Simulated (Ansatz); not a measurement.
# Si: an axial (c/a) deformation path

One table from this session's results is given with a row withheld; the runs are named, their logs left out.

Program: Ansatz 0.2.0. Level of theory: DFT r2SCAN, scalar-relativistic, plane waves, PAW. These are calculated values, not measurements.

## Starting point

Symmetry: P6/mmm, No. 191, hexagonal system. Conventional cell: a = 2.621 Å, b = 2.621 Å, c = 2.466 Å, α = 90.00°, β = 90.00°, γ = 120.00°. Si (site symmetry 6/mmm) is surrounded by 8 Si at 2.47 to 2.62 Å.

Coordinates:

```cif
data_structure
_symmetry_space_group_name_H-M 'P 1'
_symmetry_Int_Tables_number 1
_cell_length_a 2.6205
_cell_length_b 2.6205
_cell_length_c 2.4664
_cell_angle_alpha 90.000
_cell_angle_beta 90.000
_cell_angle_gamma 120.000
_cell_volume 14.67
loop_
_atom_site_label
_atom_site_type_symbol
_atom_site_fract_x
_atom_site_fract_y
_atom_site_fract_z
_atom_site_occupancy
Si1 Si 0.00000 0.00000 0.00000 1
```

It goes back to an entry of the Materials Project, which need not be the stable form.

No relaxation comes first: the listed cell is the starting point.

## Zero of energy

Reference values: F = -638.6280 eV; pressure 2.10 GPa; largest force 0.000 eV/Å; gap on the mesh none (metal). It was computed beforehand with the settings of the runs below.

Set-up of the first run:

At fixed volume and fractional coordinates, lengths along (0.000, 0.000, 1.000) are scaled against those across it; ρ is that ratio over its starting value.

File input.yaml:

```yaml
crystal:
  lattice:
    - [2.7664210749, 0.0, 0.0]
    - [-1.3832105375, 2.3957909284, 0.0]
    - [0.0, 0.0, 2.2131020013]
  atoms:
    - { symbol: Si, position: [0.0, 0.0, 0.0] }
basis:
  ecutwfc: 500
kpoints:
  mp_grid: { grid: [24, 24, 22] }
hamiltonian:
  xc: r2scan
scf:
  occupations: { method: gaussian, width: 0.15 }
output:
  forces: true
  stress: true
  eigenvalues: true
  write_density: true
  write_potential: true
  elf: true
  volumetric_format: npy
```

Command:

```bash
$ ansatz run input.yaml --threads 1 --pin off --max-ram 2560MiB --backend cpu --events-out ev --progress --plain --runs-dir out
```

Among the steps run: Point ρ = 0.850; At ρ = 1.200; Point ρ = 0.920; ρ = 1.100; At ρ = 0.960; At ρ = 1.050; At ρ = 0.800; ρ = 1.300.

One of the session's tables, all rows but one given; the rest of the session is left out.

Collected from the runs (energy zero: the undisturbed cell):

```
    ρ  ΔE (meV/atom)  pressure (GPa)
0.800          511.2            19.1
0.850          237.2            10.8
0.920           53.5             4.6
0.960           11.0             2.9
1.000            0.0             2.1
1.050           18.8             2.0
1.100           69.9             2.7
1.200              ?               ?
1.300          404.2            11.5
```

Estimate the missing values for ρ = 1.200.

Worked estimate for «ΔE (meV/atom)». A straight line through the neighbours (1.100, 69.9) and (1.300, 404.2) gives 69.9 + (404.2 − 69.9) × (1.200 − 1.100) / (1.300 − 1.100) = 237.0; a parabola fitted to 3 rows on both sides gives 211.1.

**Answer.** ΔE (meV/atom): 222.6; pressure (GPa): 6.3. In «ΔE (meV/atom)» the line misses by +14.4 and the parabola by -11.5.
